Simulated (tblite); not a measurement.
# C6H13BO2: the cost of one run

The runs use tblite 0.8.0 and PySCF 2.14.0, with density-fitted response routines of our own; the level of theory stands in each step. All values are computed, except where a source is named. Atoms are numbered from 0 throughout.

## (1) Starting geometry

22 atoms, charge 0, multiplicity 1; geometry from: force field or distance geometry start.

Bonds of the start (Å): C0–O1 1.41, O1–B2 1.45, B2–C3 1.63, C3–O4 1.41, O4–C5 1.41, C3–C6 1.54, C6–C7 1.51, C7–C8 1.52, C8–C3 1.53, C0–H9 1.10, C0–H10 1.12, C0–H11 1.11, B2–H12 1.17, C5–H13 1.11, C5–H14 1.11, C5–H15 1.11, C6–H16 1.12, C6–H17 1.12, C7–H18 1.11, C7–H19 1.11, C8–H20 1.10, C8–H21 1.12.

## (2) Relaxing the molecule with GFN2-xTB

What the job is given:

```
{"job": {"kind": "relax", "xc": "GFN2-xTB", "basis": "xTB"}, "charge": 0, "multiplicity": 1}
C      2.739000    -0.078700     0.473800
O      1.908800    -1.065000    -0.106100
B      0.935100    -0.424000    -0.973000
C     -0.559700    -0.029500    -0.453300
O     -0.957100     1.299600    -0.710300
C     -0.127800     2.243900    -0.073900
C     -0.918700    -0.499300     0.973800
C     -1.942000    -1.462900     0.413500
C     -1.603900    -1.011300    -0.999900
H      3.495000    -0.574400     1.105300
H      2.144700     0.593300     1.144100
H      3.268100     0.510600    -0.300000
H      1.180000    -0.258400    -2.107900
H      0.055200     2.003400     0.996700
H      0.843900     2.348100    -0.602200
H     -0.621900     3.236800    -0.097900
H     -1.405300     0.286900     1.598200
H     -0.103700    -1.037200     1.514300
H     -1.678200    -2.528300     0.593500
H     -2.983500    -1.207200     0.710800
H     -1.208900    -1.835500    -1.615200
H     -2.469300    -0.491700    -1.485100
```

Command:

```
$ OMP_NUM_THREADS=1 python probes_run.py task.json out
```

This one command runs all jobs of the session in turn.

**Question.** How long does this first job take on 1 thread of Arm Neoverse V2, shared host, and how much memory does it need?

About 1.2 s, with a peak of 0.18 GiB.
